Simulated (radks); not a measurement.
**The first electron to leave Lu⁸⁺**

Lu⁸⁺ stands in [Kr] 4d10 4f12 5s2 5p3. From which sub-shell is an electron easiest to take? Each removal is a run of its own. The parent's configuration is the lowest that an earlier search found at this level.

The numbers are computed with radks (a radial shooting solver on a logarithmic mesh, Libxc functionals) version 1 (non-relativistic Kohn-Sham, PBE, spin-polarised, spherical densities, point nucleus; open shells are filled with parallel spins first), except any that are marked as measured or tabulated.

3 further runs of the same task are left out: 3 set aside as unsound or not needed.

## (1) The system

- element: lutetium (Z = 71)
- charge: +8
- electrons: 63
- configuration: [Kr] 4d10 4f12 5s2 5p3

The outer shells:

Lu⁸⁺
```
[Kr] core
4d [↑↓][↑↓][↑↓][↑↓][↑↓]
4f [↑↓][↑↓][↑↓][↑↓][↑↓][↑ ][↑ ]
5s [↑↓]
5p [↑ ][↑ ][↑ ]
```

## (2) The parent, Lu⁸⁺

From an earlier run at this level the parent has E = -13836.906799 hartree and these outer levels (eV):

```
  level  occupation  energy (eV)
  4d up           5      -328.67
4d down           5      -326.07
  5s up           1      -167.61
5s down           1      -162.77
  4f up           7      -147.66
4f down           5      -144.66
  5p up           3      -143.07
5p down           0      -138.30
```

## (3) Remove 5p: [Kr] 4d10 4f12 5s2 5p2

The run's settings:

```text
Z 71
configuration [Kr] 4d10 4f12 5s2 5p2
relativity non-relativistic
functional pbe,pbe
spin polarised
nucleus point
```

## (4) Remove 4f: [Kr] 4d10 4f11 5s2 5p3

The run's settings:

```text
Z 71
configuration [Kr] 4d10 4f11 5s2 5p3
relativity non-relativistic
functional pbe,pbe
spin polarised
nucleus point
```

## (5) Remove 5s: [Kr] 4d10 4f12 5s1 5p3

The run's settings:

```text
Z 71
configuration [Kr] 4d10 4f12 5s1 5p3
relativity non-relativistic
functional pbe,pbe
spin polarised
nucleus point
```

## (6) Remove 4d: [Kr] 4d9 4f12 5s2 5p3

The run's settings:

```text
Z 71
configuration [Kr] 4d9 4f12 5s2 5p3
relativity non-relativistic
functional pbe,pbe
spin polarised
nucleus point
```

What does the calculation give? Wanted: for each run, case; final configuration; Δ-SCF; −ε of the level emptied.

**Answer**, as computed:

```
     case     final configuration  Δ-SCF (eV)  −ε of the level emptied (eV)
remove 5p  [Kr] 4d10 4f12 5s2 5p2      151.78                        143.07
remove 4f  [Kr] 4d10 4f11 5s2 5p3      158.87                        144.66
remove 5s  [Kr] 4d10 4f12 5s1 5p3      171.62                        162.77
remove 4d   [Kr] 4d9 4f12 5s2 5p3      341.28                        326.07
```

**Reading.** The 5p electron leaves first, at 151.78 eV; the next cheapest, 4f, costs 158.87 eV. 5p is also the highest occupied level of the parent. NIST lists 159 eV (theoretical); its ground configuration differs from the one found lowest here for the parent. Relativity is left out here, which matters for elements this heavy. Open shells are spherical and high-spin; term and fine-structure splittings are not resolved.
